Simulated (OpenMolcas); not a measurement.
**CH7BNP (SMILES CB(N)P): HF/6-31G(d) (Cartesian functions)**

We compute an optimisation with harmonic vibrations of CH7BNP. 

Program for the calculation: OpenMolcas 26.06.

## (1) Starting point

The species is CH7BNP (11 atoms), meant as a singlet with charge 0. SMILES: `CB(N)P`. The coordinates come from a PBE0-D4/def2-TZVP relaxation. This is one conformer, not always the lowest. The run starts from this shape.

Bond lengths: C1–B2 1.573 Å, B2–N3 1.394 Å, B2–P4 1.937 Å, C1–H5 1.094 Å, C1–H6 1.094 Å, C1–H7 1.095 Å, N3–H8 1.005 Å, N3–H9 1.007 Å, P4–H10 1.420 Å, P4–H11 1.417 Å. Some angles: C1–B2–N3 120.8°, C1–B2–P4 119.5°, N3–B2–P4 119.5°, B2–C1–H5 111.6°, B2–C1–H6 113.3°, B2–C1–H7 110.2°, B2–N3–H8 124.1°, B2–N3–H9 122.3°, B2–P4–H10 98.9°, B2–P4–H11 97.1°.

## (2) An optimisation with harmonic vibrations at HF/6-31G(d) (Cartesian functions)

The input, struct.xyz:

```xyz
11

C     -1.093200     0.922600    -0.128000
B      0.002900    -0.179800     0.111900
N      0.427100    -0.495900     1.401400
P      0.670900    -1.204900    -1.389100
H     -1.903500     0.553200    -0.763700
H     -1.537000     1.299300     0.798300
H     -0.659600     1.776600    -0.659200
H      1.134100    -1.179200     1.611000
H      0.043300    -0.049800     2.218400
H      2.007200    -1.393300    -0.948800
H      0.973300    -0.105700    -2.231400
```

The input, calc.input:

```
&GATEWAY
 BASLIB
 $CurrDir
 COORD
 struct.xyz
 BASIS
 6-31Gs
 GROUP
 NoSym
>>> EXPORT MOLCAS_MAXITER=50
>>> Do While

&SEWARD

&SCF
 PRORBITALS
 0

&SLAPAF
>>> EndDo
>>> COPY $Project.Opt.xyz $CurrDir/final.xyz
>>> COPY $Project.slapaf.h5 $CurrDir/final.slapaf.h5

&MCKINLEY

&MCLR
 THERMOCHEMISTRY
 1
 1.0
 298.15
 End of PT
```

The basis set 6-31G* is read from a file made from the Basis Set Exchange's data (not shown).

Run with:

```bash
$ export MOLCAS_MEM=1860
$ pymolcas calc.input > calc.log
```

Q: Predict the results. Wanted: total energy; dipole moment; HOMO energy; LUMO energy; HOMO–LUMO gap; lowest harmonic wavenumber; highest harmonic wavenumber; zero-point energy; ideal-gas entropy at 298.15 K and 1 atm.

Answer, from the run:

At HF/6-31G* (Cartesian functions):

```
                                                           quantity             value
                                                       total energy     -461.84503 Eh
                                                      dipole moment            2.54 D
                                                        HOMO energy          -9.25 eV
                                                        LUMO energy           4.50 eV
                                                      HOMO–LUMO gap          13.75 eV
                                         lowest harmonic wavenumber           86 cm⁻¹
                                        highest harmonic wavenumber         3913 cm⁻¹
                                                  zero-point energy      241.6 kJ/mol
ideal-gas entropy at 298.15 K and 1 atm (symmetry number 1 as used)  77.3 cal/(mol K)
```

**Reading.** At the final geometry: Bond lengths: C1–B2 1.590 Å, B2–N3 1.396 Å, B2–P4 1.959 Å, C1–H5 1.088 Å, C1–H6 1.088 Å, C1–H7 1.089 Å, N3–H8 0.996 Å, N3–H9 0.997 Å, P4–H10 1.405 Å, P4–H11 1.403 Å. Some angles: C1–B2–N3 120.7°, C1–B2–P4 119.8°, N3–B2–P4 119.4°, B2–C1–H5 111.8°, B2–C1–H6 112.9°, B2–C1–H7 110.3°, B2–N3–H8 124.4°, B2–N3–H9 122.3°, B2–P4–H10 100.5°, B2–P4–H11 99.3°. All 27 modes are real, so the shape is a minimum at this level.
